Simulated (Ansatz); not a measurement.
The system is SiF.

```xyz
2
Lattice="1.3386 0.7728 3.8983 -1.3386 0.7728 3.8983 0.0000 -1.5457 3.8983" Properties=species:S:1:pos:R:3 pbc="T T T"
Si    0.0000    0.0000    5.8475
F     0.0000    0.0000    0.0000
```

The cell was built by a generator and needn't be a form met in nature.

* Program: Ansatz 0.2.0
* Task: single point
* Functional: PBE
* Potentials or basis: Ansatz PAW
* Cutoff: 420 eV (not typed: the program's choice for these potentials)
* k mesh: 12 × 12 × 12
* Occupations: fermi-dirac, width 0.05 eV
* Spin: no spin polarisation

On this cell: pressure 0.2 GPa; largest force under 0.003 eV/Å; band gap on the k mesh none (metal or under the smearing width).

The same run follows on a disturbed copy (atoms moved at random, drawn with an rms of 0.05 Å):

```
Si F
1.0
     1.33860    0.77284    3.89831
    -1.33860    0.77284    3.89831
     0.00000   -1.54568    3.89831
Si F
1 1
Direct
  0.50026 0.49454 0.50891
  0.00165 0.01639 0.98441
```

Q: What does the disturbed cell give?

A: The energy (extrapolated to zero smearing) moves by -1.7 meV/atom; pressure 0.2 GPa; largest force 0.107 eV/Å; band gap on the k mesh none (metal or under the smearing width).

Forces in eV/Å, atoms in the order of the input:
```
Si   0.047 -0.095  0.014
F   -0.047  0.095 -0.014
```

Stress tensor (GPa, compression positive):
```
 0.41  0.01 -0.09
 0.01  0.43 -0.05
-0.09 -0.05 -0.24
```

The energy falls, though the first cell shows no forces: that form is unstable against this distortion, unless noise or another electronic state is at work.

Caveats: an odd number of electrons without spin polarisation forces a metal; a magnetic or distorted state may lie lower.
